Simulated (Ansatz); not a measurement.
# HfN, space group Fm-3m: an equation of state with a fit

With the Python package of Ansatz (0.2.0).

Run as a notebook:

```python
import ansatz as az
import numpy as np
from pymatgen.analysis.eos import EOS

SETTINGS = {
    'sigma': 0.05,
    'functional': 'lda',
    'cutoff_ev': 500,
    'mesh': (11, 11, 11),
}
```

```python
vectors0 = np.array([
    [0.0, 2.256, 2.256],
    [2.256, 0.0, 2.256],
    [2.256, 2.256, 0.0],
])
sites = [
    ('Hf', (0.0, 0.0, 0.0)),
    ('N', (0.5, 0.5, 0.5)),
]


def make_crystal(cell):
    crystal = az.Crystal(lattice=az.Lattice.of(cell))
    for symbol, position in sites:
        crystal = crystal.atom(symbol, position)
    return crystal
```

```python
volumes, energies, pressures = [], [], []
for scale in np.linspace(0.92, 1.08, 7):
    cell = vectors0 * scale ** (1 / 3)
    model = make_crystal(cell).calculation()
    model = model.pseudopotentials('paw').occupations(az.OccupationsMethod.FERMI_DIRAC, width=SETTINGS['sigma'])
    model = model.functional(SETTINGS['functional']).basis(SETTINGS['cutoff_ev'])
    model = model.kpoints(*SETTINGS['mesh']).stress()
    r = model.run(threads=1).report
    volumes.append(abs(np.linalg.det(cell)) / len(sites))
    energies.append(r['free_energy_ev'] / len(sites))
    pressures.append(np.trace(r['stress_gpa']) / 3)
    print(f'V = {volumes[-1]:8.4f} A^3/atom  F = {energies[-1]:.5f} eV/atom  P = {pressures[-1]:8.3f} GPa')

for form in ['murnaghan', 'pourier_tarantola', 'birch_murnaghan']:
    fit = EOS(eos_name=form).fit(volumes, energies)
    print(f'{form:18s} V0 {fit.v0:8.4f} A^3/atom  B0 {fit.b0_GPa:7.1f} GPa  B1 {fit.b1:5.2f}')
```

    V =  10.5634 A^3/atom  F = -7927.29364 eV/atom  P =   18.279 GPa
    V =  10.8696 A^3/atom  F = -7927.31861 eV/atom  P =    8.106 GPa
    V =  11.1758 A^3/atom  F = -7927.32549 eV/atom  P =   -0.695 GPa
    V =  11.4820 A^3/atom  F = -7927.31671 eV/atom  P =   -8.312 GPa
    V =  11.7882 A^3/atom  F = -7927.29438 eV/atom  P =  -14.904 GPa
    V =  12.0944 A^3/atom  F = -7927.26031 eV/atom  P =  -20.605 GPa
    V =  12.4006 A^3/atom  F = -7927.21612 eV/atom  P =  -25.531 GPa
    murnaghan          V0  11.1493 A^3/atom  B0   301.2 GPa  B1  4.40
    pourier_tarantola  V0  11.1504 A^3/atom  B0   301.8 GPa  B1  4.18
    birch_murnaghan    V0  11.1498 A^3/atom  B0   301.5 GPa  B1  4.29

A third-order Birch-Murnaghan fit through the 7 points has its minimum at 11.15 Å³ an atom, 2.9 % below the typed cell, with a bulk modulus of 302 GPa and dB/dP = 4.3. From that minimum the energy rises by 31.9 meV an atom on the compressed side and 109.4 meV on the expanded side.

Absolute energies stand on the zero of these potentials, so only differences at equal settings mean something. The run is spin-unpolarised. The mesh is modest for a metal, so energies can be off by several to tens of meV an atom and pressures by half a GPa or more; differences at equal mesh fare better. Pressure is positive in compression. Spin-orbit coupling, which matters for elements this heavy, is left out. At these settings the cell as given stands under about -8 GPa, so it isn't at this functional's equilibrium volume. The structure is a deposited one; some such entries were measured under pressure or heat, so a shift against it needn't be the functional's error alone. The whole script took 12 s on 1 thread of Arm Neoverse V2 (shared host), peak memory 0.47 GiB.
